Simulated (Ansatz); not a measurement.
A run of Ansatz 0.2.0 is set up as follows.

input.yaml

```yaml
crystal:
  lattice:
    - [3.161622738, 0.0, 0.0]
    - [-6.46805e-05, 4.1238400973, 0.0]
    - [-1.545560856, -2.0539687034, 4.8385784378]
  atoms:
    - { symbol: V, position: [0.997743, 0.001333, 0.001436], spin: 2.0 }
    - { symbol: Mg, position: [0.32893, 0.329318, 0.65603] }
    - { symbol: F, position: [0.655206, 0.161843, 0.322444] }
    - { symbol: F, position: [0.339374, 0.841037, 0.67979] }
    - { symbol: O, position: [0.94958, 0.452182, 0.9028] }
hamiltonian:
  xc: pbe
  pseudopotentials: { kind: paw }
magnetization:
  spin_polarized: true
kpoints:
  mp_grid: { grid: [9, 7, 6] }
scf:
  occupations: { method: fermi_dirac, width: 0.05 }
output:
  forces: true
  stress: true
  eigenvalues: true
```

Potentials or basis: Ansatz PAW.

Run with:

```console
$ ansatz run input.yaml --threads 2 --pin off --max-ram 5120MiB --backend cpu --events-out ev --progress --plain --runs-dir out
```

Predict the absolute moment.

3.03 μB per cell.

What does it give for the site moments?

V +2.22; Mg +0.00; F +0.02, +0.01; O +0.02 μB.

Predict the largest force.

0.213 eV/Å.

What does it give for the net moment?

3.00 μB per cell.

Forces on the atoms (eV/Å):
```
V   -0.002  0.001 -0.098
Mg   0.014 -0.005 -0.025
F   -0.015  0.002 -0.212
F    0.004  0.000  0.196
O    0.000  0.001  0.139
```

Caveat: semilocal functionals often make such compounds metallic where correlation or magnetic order opens a gap, which also shifts bond lengths.
